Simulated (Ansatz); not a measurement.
Run this with the Python package of Ansatz (0.2.0) and show what comes out.

`md_h4sn.py`
```python
'''A short Born-Oppenheimer trajectory of H4Sn.'''

import ansatz
import numpy as np

BASIS = 'def2-SVP'
FUNCTIONAL = 'BLYP'
N_STEPS = 30
TEMPERATURE_K = 200

h4sn = (
    ansatz.Crystal.molecule()
    .atom('Sn', (0.0408, -0.0511, 0.0084))
    .atom('H', (0.8484, -0.8951, 1.237))
    .atom('H', (-1.634, 0.4228, 0.5685))
    .atom('H', (-0.0859, -0.9938, -1.4373))
    .atom('H', (0.8805, 1.4436, -0.418))
)

job = h4sn.calculation()
job = job.basis(gaussian=BASIS)
job = job.functional(FUNCTIONAL)
symbols = [site.symbol for site in h4sn.cartesian_sites]
start = np.array([site.position_ang for site in h4sn.cartesian_sites], dtype=float)
report = job.relax(force_tolerance=0.02).run(threads=1).report
end = np.array(report['positions_ang'])
minimum = ansatz.Crystal.molecule()
for symbol, place in zip(symbols, end):
    minimum = minimum.atom(symbol, place.tolist())

# dynamics from the relaxed geometry
job = (
    minimum.calculation()
    .basis(gaussian=BASIS)
    .functional(FUNCTIONAL)
    .md('nvt_langevin', timestep=0.25, steps=N_STEPS, temperature=TEMPERATURE_K, initial_velocities='maxwell_boltzmann', seed=29, friction=0.02)
)
frames = []
outcome = job.session().plan().execute(on_event=lambda e: frames.append(e['data']) if e['event'] == 'md_step' else None)
print('t (fs)   E_pot (eV)      E_kin (eV)   T (K)   d(0-1) (A)')
for f in frames[::1]:
    xyz = np.array(f['positions_ang'])
    print(f'{f["time_fs"]:6.2f} {f["lagrangian_ev"]:14.5f} {f["e_kin_ev"]:10.5f} {f["temperature_k"]:8.1f} {np.linalg.norm(xyz[0] - xyz[1]):9.4f}')
print('mean temperature', round(float(np.mean([f['temperature_k'] for f in frames])), 1), 'K')
symbols = [site.symbol for site in h4sn.cartesian_sites]
with open('last_frame.xyz', 'w') as handle:
    handle.write(f'{len(symbols)}\nt = {frames[-1]["time_fs"]} fs\n')
    handle.writelines('{:2s} {:10.5f} {:10.5f} {:10.5f}\n'.format(s, *xyz) for s, xyz in zip(symbols, frames[-1]['positions_ang']))
```

```console
$ python md_h4sn.py
t (fs)   E_pot (eV)      E_kin (eV)   T (K)   d(0-1) (A)
  0.00    -5893.54355    0.10341    160.0    1.7309
  0.25    -5893.54322    0.10325    159.8    1.7313
  0.50    -5893.54222    0.10332    159.9    1.7315
  0.75    -5893.54053    0.09777    151.3    1.7320
  1.00    -5893.53826    0.09648    149.3    1.7329
  1.25    -5893.53563    0.08064    124.8    1.7336
  1.50    -5893.53275    0.08366    129.4    1.7339
  1.75    -5893.52947    0.08744    135.3    1.7342
  2.00    -5893.52603    0.08554    132.4    1.7344
  2.25    -5893.52269    0.07907    122.3    1.7346
  2.50    -5893.51933    0.07890    122.1    1.7347
  2.75    -5893.51595    0.08266    127.9    1.7349
  3.00    -5893.51258    0.08102    125.4    1.7350
  3.25    -5893.50933    0.07886    122.0    1.7352
  3.50    -5893.50630    0.07384    114.3    1.7352
  3.75    -5893.50363    0.07539    116.6    1.7354
  4.00    -5893.50157    0.06930    107.2    1.7357
  4.25    -5893.50017    0.06269     97.0    1.7357
  4.50    -5893.49927    0.06405     99.1    1.7355
  4.75    -5893.49876    0.06672    103.2    1.7353
  5.00    -5893.49831    0.06067     93.9    1.7353
  5.25    -5893.49819    0.06309     97.6    1.7350
  5.50    -5893.49847    0.06071     93.9    1.7344
  5.75    -5893.49882    0.05586     86.4    1.7337
  6.00    -5893.49927    0.06428     99.5    1.7329
  6.25    -5893.49956    0.06661    103.1    1.7321
  6.50    -5893.49964    0.06722    104.0    1.7310
  6.75    -5893.49984    0.06227     96.4    1.7298
  7.00    -5893.50020    0.06057     93.7    1.7285
  7.25    -5893.50048    0.06304     97.5    1.7270
  7.50    -5893.50066    0.07160    110.8    1.7256
mean temperature 117.3 K
```

It writes `last_frame.xyz`:
```text
5
t = 7.5 fs
Sn    0.00805   -0.01474   -0.00688
H     0.82112   -0.94481    1.19792
H    -1.56732    0.54671    0.35875
H    -0.12935   -0.99686   -1.43197
H     0.91640    1.45383   -0.39298
```

Notes:
- Total energies depend on the basis set; only differences at equal settings carry meaning.
- The trajectory is only some femtoseconds long, so its temperature is not equilibrated; where the script doesn't relax first, it starts from a rough generated geometry.
- def2 sets replace the cores of elements past krypton by effective core potentials.
- The printed temperature counts all 3N degrees of freedom under Langevin dynamics, so the first row lies under the target.
- Hardware and time: 26 s on 1 thread of Arm Neoverse V1, on a shared host, peak memory 0.17 GiB.
